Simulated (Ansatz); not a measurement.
# CH7GeN: the cost of one run

Computed with Ansatz 0.2.0, Gaussian basis. Level: PBE0-D4, def2-SVP first, then def2-TZVP.

114 further runs of the same task are left out: 114 set aside as unsound or not needed. Runs told in other sessions of the task aren't counted.

### 1 The starting structure

The guess: 10 atoms, charge 0, spin multiplicity 1.

Atoms are counted from 1 here; the program's logs count them from 0.

Bond lengths: Ge1–C2 2.266 Å, Ge1–N3 1.737 Å, Ge1–H4 1.911 Å, Ge1–H5 1.551 Å, Ge1–H6 1.551 Å, C2–H7 1.093 Å, C2–H8 1.090 Å, C2–H9 1.091 Å, N3–H10 1.010 Å. Angles: C2–Ge1–N3 81.4°, C2–Ge1–H4 37.2°, C2–Ge1–H5 103.1°, C2–Ge1–H6 104.8°, N3–Ge1–H4 44.2°, N3–Ge1–H5 126.7°, N3–Ge1–H6 126.3°, H4–Ge1–H5 121.1°, H4–Ge1–H6 123.4°, H5–Ge1–H6 104.2°, Ge1–C2–H7 87.8°, Ge1–C2–H8 120.3°, Ge1–C2–H9 123.4°, H7–C2–H8 104.8°, H7–C2–H9 104.2°, H8–C2–H9 109.7°, Ge1–N3–H10 130.9°.

Geometry (Å):

```
atom    x (Å)    y (Å)    z (Å)
 Ge1  -1.0014  -0.2042  -0.4638
  C2   1.1101   0.5096  -0.0554
  N3  -0.7986  -0.8840   1.1222
  H4   0.3974  -0.2529   0.8370
  H5  -0.8651  -0.9514  -1.8157
  H6  -1.7937   1.0812  -0.8174
  H7   1.0654   1.0491  -1.0046
  H8   1.9522  -0.1743  -0.1636
  H9   1.3522   1.2790   0.6792
 H10  -1.4185  -1.4520   1.6823
```

Distances that are to change: C2–H4 1.37 Å, Ge1–C2 2.27 Å, N3–H4 1.38 Å.

### 2 Constrained relaxation of the guess

File hold/in.yaml:

```yaml
crystal:
  periodic: [false, false, false]
  atoms:
    - {symbol: Ge, position_ang: [-1.001400, -0.204200, -0.463800]}
    - {symbol: C, position_ang: [1.110100, 0.509600, -0.055400]}
    - {symbol: N, position_ang: [-0.798600, -0.884000, 1.122200]}
    - {symbol: H, position_ang: [0.397400, -0.252900, 0.837000]}
    - {symbol: H, position_ang: [-0.865100, -0.951400, -1.815700]}
    - {symbol: H, position_ang: [-1.793700, 1.081200, -0.817400]}
    - {symbol: H, position_ang: [1.065400, 1.049100, -1.004600]}
    - {symbol: H, position_ang: [1.952200, -0.174300, -0.163600]}
    - {symbol: H, position_ang: [1.352200, 1.279000, 0.679200]}
    - {symbol: H, position_ang: [-1.418500, -1.452000, 1.682300]}
basis:
  gaussian: {orbitals: def2-SVP}
hamiltonian: {xc: pbe0, dispersion: d4}
relax: {f_tol: 0.04, max_steps: 150, escape_saddle: false, constraints: [{distance: [1, 3]}, {distance: [0, 1]}, {distance: [2, 3]}]}
```

On the command line:

```bash
$ ansatz run in.yaml --threads 4 --pin off --events-out ev --progress --plain --max-ram 9574MiB
```

**Question.** How long does this run take on 4 threads of Arm Neoverse V1, shared host?

About 19 s.
